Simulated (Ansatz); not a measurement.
# Ba2C: the cost of one run

Program: Ansatz 0.2.0. Level of theory: DFT PBE, scalar-relativistic, plane waves, PAW. These are calculated values, not measurements.

## Step 1: The system as given

It takes space group P4/mmm (No. 123, tetragonal). Conventional cell: a = 4.092 Å, b = 4.092 Å, c = 18.000 Å, α = 90.00°, β = 90.00°, γ = 90.00°. Around Ba (site symmetry 4mm) lie 1 Ba at 3.14 Å and 4 C at 3.29 Å. C (site symmetry 4/mmm) has 8 Ba at 3.29 Å as nearest neighbours.

As a file:

```
CELL_PARAMETERS angstrom
4.09163 0.00000 0.00000
0.00000 4.09163 0.00000
0.00000 0.00000 18.00000
ATOMIC_POSITIONS crystal
Ba 0.00000 0.00000 0.41274
Ba 0.00000 0.00000 0.58726
C 0.50000 0.50000 0.50000
```

The cell is invented: random sheet by layer group and Wyckoff sites. Its size is a rough estimate.

It is a sheet, periodic along a and b, with vacuum along c; volumes and pressures of the box carry no meaning, and space groups named for it are those of the box.

## Step 2: The guess as it stands, on a coarse mesh

input.yaml

```yaml
crystal:
  lattice:
    - [4.09163, 0.0, 0.0]
    - [0.0, 4.09163, 0.0]
    - [0.0, 0.0, 18.0]
  atoms:
    - { symbol: Ba, position: [0.0, 0.0, 0.41273748] }
    - { symbol: Ba, position: [0.0, 0.0, 0.58726252] }
    - { symbol: C, position: [0.5, 0.5, 0.5] }
  periodic: [true, true, false]
basis:
  ecutwfc: 420
kpoints:
  mp_grid: { grid: [4, 4, 1] }
hamiltonian:
  xc: pbe
scf:
  occupations: { method: gaussian, width: 0.1 }
  lower_state_search: "off"
output:
  forces: true
  stress: true
  eigenvalues: true
```

Started as:

```sh
$ ansatz run input.yaml --threads 1 --pin off --max-ram 2048MiB --backend cpu --events-out ev --progress --plain --runs-dir out
```

**Question.** How long does this run take on 1 thread of Arm Neoverse V1, shared host, and how much memory does it need?

About 6.9 s, with a peak of 0.54 GiB.
